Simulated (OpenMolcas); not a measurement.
# KT3/ANO-RCC-VDZP (DKH2) run of CHBr2F (dibromofluoromethane)

We compute energy and gradient of CHBr2F (dibromofluoromethane). 

The calculation is run with OpenMolcas 26.06.

3 further runs of the same task are left out: 3 set aside as unsound or not needed.

## (1) Starting point

The species is CHBr2F (5 atoms), meant as a singlet with charge 0. SMILES: `FC(Br)Br`. The shape is that of a GFN2-xTB optimisation.

Bond lengths: F1–C2 1.331 Å, C2–Br3 1.948 Å, C2–Br4 1.947 Å, C2–H5 1.094 Å. Angles: F1–C2–Br3 109.2°, F1–C2–Br4 109.2°, Br3–C2–Br4 111.0°, F1–C2–H5 109.9°, Br3–C2–H5 108.7°, Br4–C2–H5 108.9°.

## (2) Energy and gradient at KT3/ANO-RCC-VDZP (DKH2)

Input file job.input:

```
&GATEWAY
 COORD
 5
 bohr
 F     -1.13137903    -0.34587657     2.37457316
 C     -0.08976199     0.25252410     0.16514317
 Br     3.36720850    -1.00928383     0.07211195
 Br    -2.09589524    -1.20507835    -2.55284992
 H     -0.05017223     2.30773354    -0.05897835
 BASIS=ANO-RCC-VDZP
 GROUP=NoSym

&SEWARD
 GRIDINPUT
 Grid=SG1Grid
 End of Grid

&SCF
 KSDFT=KT3
 PRORBITALS=1 1

&ALASKA
```

Started as:

```
export MOLCAS_MEM=1860
pymolcas job.input > job.log
```

Q: Predict the results. Wanted: total energy; dipole moment; HOMO energy; LUMO energy; HOMO–LUMO gap; largest force on an atom.

Computed results:

Level: KT3/ANO-RCC-VDZP (DKH2).

```
                quantity           value
            total energy  -5371.76162 Eh
           dipole moment          1.12 D
             HOMO energy        -7.10 eV
             LUMO energy        -2.53 eV
           HOMO–LUMO gap         4.57 eV
largest force on an atom      0.674 eV/Å
```

In words: The largest force is 0.67 eV/Å: the shape isn't a stationary point for this species at this level.
